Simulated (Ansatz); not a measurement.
Predict the output of the script below (Ansatz 0.2.0 through its Python package).

Script `zrnbb4_lattice.py`:
```python
# -*- coding: utf-8 -*-
"""Relaxed cell of ZrNbB4 under several functionals."""

import warnings

import ansatz as az
import numpy as np

def edges_and_angles(cell):
    cell = np.asarray(cell)
    a, b, c = np.linalg.norm(cell, axis=1)
    cosines = cell[1] @ cell[2] / (b * c), cell[0] @ cell[2] / (a * c), cell[0] @ cell[1] / (a * b)
    return (a, b, c, *np.degrees(np.arccos(cosines)))


def main():
    warnings.simplefilter("ignore", az.DeckWarning)

    xtal = (
        az.Lattice.of((3.13844364, 0.0, 0.0), (-1.56922182, 2.71797192, 0.0), (0.0, 0.0, 6.88572813))
        .atom("Zr", (0.0, 0.0, 0.5))
        .atom("Nb", (0.0, 0.0, 0.0))
        .atom("B", (1 / 3, 2 / 3, 0.75738633))
        .atom("B", (1 / 3, 2 / 3, 0.24261367))
        .atom("B", (2 / 3, 1 / 3, 0.75738633))
        .atom("B", (2 / 3, 1 / 3, 0.24261367))
    )

    setup = (
        xtal.calculation()
        .basis(510)
        .occupations(az.OccupationsMethod.METHFESSEL_PAXTON, width=0.15)
        .kpoints(8, 8, 3)
        .scf(tolerance=1e-09)
        .relax(cell=True, force_tolerance=0.03)
    )

    levels = [("pbesol", "none"), ("pbesol", "d3bj"), ("blyp", "d3bj")]
    print("level            a       b       c    alpha   beta  gamma  V/atom  steps")
    for name, dispersion in levels:
        seen = []
        run = setup.functional(name, dispersion=dispersion).session().plan()
        done = run.execute(on_event=lambda e: seen.append(e) if e["event"] == "relax_step" else None)
        cell = done.lattice.cell_ang
        label = name if dispersion == "none" else f"{name}+{dispersion}"
        print("{:13s} {:7.4f} {:7.4f} {:7.4f} {:6.2f} {:6.2f} {:6.2f}".format(label, *edges_and_angles(cell)), f"{abs(np.linalg.det(cell)) / len(done.lattice.sites):7.3f} {len(seen):5d}")


if __name__ == "__main__":
    main()
```

```console
$ python zrnbb4_lattice.py
level            a       b       c    alpha   beta  gamma  V/atom  steps
pbesol         3.1264  3.1264  6.7690  90.00  90.00 120.00   9.550     6
pbesol+d3bj    3.1028  3.1028  6.7068  90.00  90.00 120.00   9.320     6
blyp+d3bj      3.0934  3.0934  6.8339  90.00  90.00 120.00   9.439     5
```

From smallest to largest: PBEsol+D3BJ (9.32 Å³ an atom, -4.8 % against the start), BLYP+D3BJ (9.44 Å³ an atom, -3.6 % against the start) and PBEsol (9.55 Å³ an atom, -2.4 % against the start). The spread is 2.5 % in volume.

Reading the output:
- The run is spin-unpolarised.
- BLYP and dispersion corrections can be off by several per cent in the lattices of metals, and by several GPa in the pressure at a fixed cell.
- The mesh is modest for a metal, so energies can be off by several to tens of meV an atom and pressures by half a GPa or more; differences at equal mesh fare better.
- The program warned that this SCF threshold is loose for forces or stresses.
- The structure comes from a database of computed cells and needn't be a stable or known phase.
- The script silences the warnings on its input, which a real study should read.
- Run time: 37 s on 1 thread of Arm Neoverse V1, with other jobs on the host, peak memory 0.48 GiB.
